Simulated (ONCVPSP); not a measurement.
# An ONCV potential for aluminium, from input to tests

Task: generate the file, and judge it by its errors in other configurations, its logarithmic derivatives, its ghosts and its cutoff.

Program: ONCVPSP 4.0.1. Reference atom: LDA (Perdew-Wang 92), scalar-relativistic, spherical and spin-unpolarised. All values are calculated.

**1. The atom and the settings**

Typed settings, in words:

```json
{
  "element": "aluminium (Al, Z = 13)",
  "type": "optimised norm-conserving Vanderbilt (ONCV)",
  "frozen core": "[Ne]",
  "valence charge": "3",
  "reference configuration": "3s1 (charge +2)",
  "partial waves": "3s: rc 2.10 bohr, ncon 4, nbas 8, qcut 2.9 1/bohr, 2 projectors, debl 2.1 Ha; p scattering state at 0.06 Ha: rc 1.95 bohr, ncon 5, nbas 9, qcut 3.4 1/bohr, 2 projectors, debl 2.5 Ha",
  "local potential": "polynomial inside 1.45 bohr (lpopt 5, dvloc0 2 Ha)",
  "core correction": "Teter function, fcfact 2.75, rcfact 1.65"
}
```

The outer shells as boxes (Hund's rule for the drawing; the calculation is spin-unpolarised):

```
[Ne] core
3s [↑ ]
```

The nodes and maxima of the atom's own shells, from an earlier all-electron run, set the scale for the radii.

All-electron outer shells of the reference configuration (LDA (PZ), scalar-relativistic, ld1.x):

| shell | level (eV) | outermost node (bohr) | outermost maximum (bohr) |
| --- | --- | --- | --- |
| 2p | -90.37 | – | 0.43 |
| 3s | -23.94 | 0.79 | 1.91 |
| 3p | -17.39 | 0.80 | 2.19 |

**2. Generating the potential**

Contents of Al.dat:

```
# ATOM AND REFERENCE CONFIGURATION
# atsym  z   nc   nv     iexc    psfile
  Al 13.00    3    1  -001012      upf
#
#   n    l    f
    1    0    2.00
    2    0    2.00
    2    1    6.00
    3    0    1.00
#
# PSEUDOPOTENTIAL AND OPTIMIZATION
# lmax
    1
#
#   l,   rc,      ep,       ncon, nbas, qcut
    0    2.10    0.00    4    8    2.90
    1    1.95    0.06    5    9    3.40
#
# LOCAL POTENTIAL
# lloc, lpopt,  rc(5),   dvloc0
    4    5    1.45    2.00
#
# VANDERBILT-KLEINMAN-BYLANDER PROJECTORs
# l, nproj, debl
    0    2    2.10
    1    2    2.50
#
# MODEL CORE CHARGE
# icmod, fcfact, rcfact
    3    2.75    1.65
#
# LOG DERIVATIVE ANALYSIS
# epsh1, epsh2, depsh
   -2.00    5.00    0.02
#
# OUTPUT GRID
# rlmax, drl
    6.00    0.01
#
# TEST CONFIGURATIONS
# ncnf
    4
# nvcnf
#   n    l    f
    2
    3    0    2.00
    3    1    1.00
#
    1
    3    0    2.00
#
    2
    3    0    2.00
    3    1    0.50
#
    2
    3    0    1.00
    3    1    1.00
#
```

The run is started by

```sh
$ oncvpsp.x < Al.dat > Al.out
```

**Question.** What will these runs give? Wanted: cutoffs for 1 and 0.1 mHa per electron, occupied waves; bound ghosts; GHOST(+) flags; largest test error; largest phase difference near zero energy, channels read; rms error of d²Exc/dn², without and with the model core; projector energies reset by the program.

As calculated:

| quantity | value |
| --- | --- |
| cutoffs for 1 and 0.1 mHa per electron, occupied waves | 11 Ha and 36 Ha |
| bound ghosts | none found |
| GHOST(+) flags | s at 107 eV |
| largest test error (AE − PS) | -37 meV, for 3s2 3p1 |
| largest phase difference near zero energy, channels read | 0.001 rad |
| rms error of d²Exc/dn², without and with the model core | 19.74 and 3.26 mHa |
| projector energies reset by the program | p: 0.050, 2.550 Ha |

By total energies transferability is fair: the largest error is 37 meV on 25.2 eV, for 3s2 3p1. By its cutoff, 11 Ha for the looser tolerance, it is soft on the atom at that tolerance. The tighter tolerance needs 36 Ha, and converged work needs a cutoff nearer that. It is free of bound ghosts as far as tested. Near zero energy the phases of the channels with partial waves agree within 0.001 rad. The program also flags highly localised states, GHOST(+) (s).
